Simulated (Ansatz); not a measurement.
Crystal: CsMgBiO3.

```
CELL_PARAMETERS angstrom
3.23052 1.86514 3.79701
-3.23052 1.86514 3.79701
0.00000 -3.73028 3.79701
ATOMIC_POSITIONS crystal
Bi 0.56530 0.56530 0.56530
Cs 0.91728 0.91728 0.91728
Mg 0.30219 0.30219 0.30219
O 0.98224 0.49139 0.49139
O 0.49139 0.49139 0.98224
O 0.49139 0.98224 0.49139
```

The cell comes from a database or a generator and needn't be the stable form of this composition.

```yaml
Program: Ansatz 0.2.0
Task: relaxation of cell and atoms
Functional: r2SCAN
Dispersion: rVV10
Potentials_or_basis: Ansatz PAW
Cutoff: "500 eV (not typed: the program's choice for these potentials)"
k_mesh: 6 × 6 × 6
Occupations: fermi-dirac, width 0.05 eV
Spin: no spin polarisation
```

At the start: volume 22.88 Å³/atom.

Question: Where does the relaxation end?

Answer: It ends after 7 steps and the volume is 22.56 Å³/atom (-1.4 %); space group R3m (No. 160, to 0.05 Å).

The path:
| step | energy change (eV) | largest force (eV/Å) | volume (Å³) |
| --- | --- | --- | --- |
| 1 | 0.0000 | 0.7673 | 137.27 |
| 2 | -0.0651 | 0.1848 | 132.20 |
| 3 | -0.0733 | 0.0961 | 133.17 |
| 4 | -0.0759 | 0.2014 | 134.90 |
| 5 | -0.0774 | 0.0443 | 135.52 |
| 6 | -0.0775 | 0.0098 | 135.35 |
| 7 | -0.0770 | 0.0099 | 135.35 |

Final structure:
```
Bi Cs Mg O
1.0
     3.17249    1.83164    3.88209
    -3.17249    1.83164    3.88209
     0.00000   -3.66328    3.88209
Bi Cs Mg O
1 1 1 3
Direct
  0.56867 0.56867 0.56867
  0.89947 0.89947 0.89947
  0.31218 0.31218 0.31218
  0.97978 0.49485 0.49485
  0.49485 0.49485 0.97978
  0.49485 0.97978 0.49485
```

Caveat: the plane-wave basis is chosen anew once the cell has moved, so the energies of steps on either side of that aren't comparable; the PAW data sets come from PBE, with cores solved anew for the run's functional, which leaves a small shift of forces and pressure.
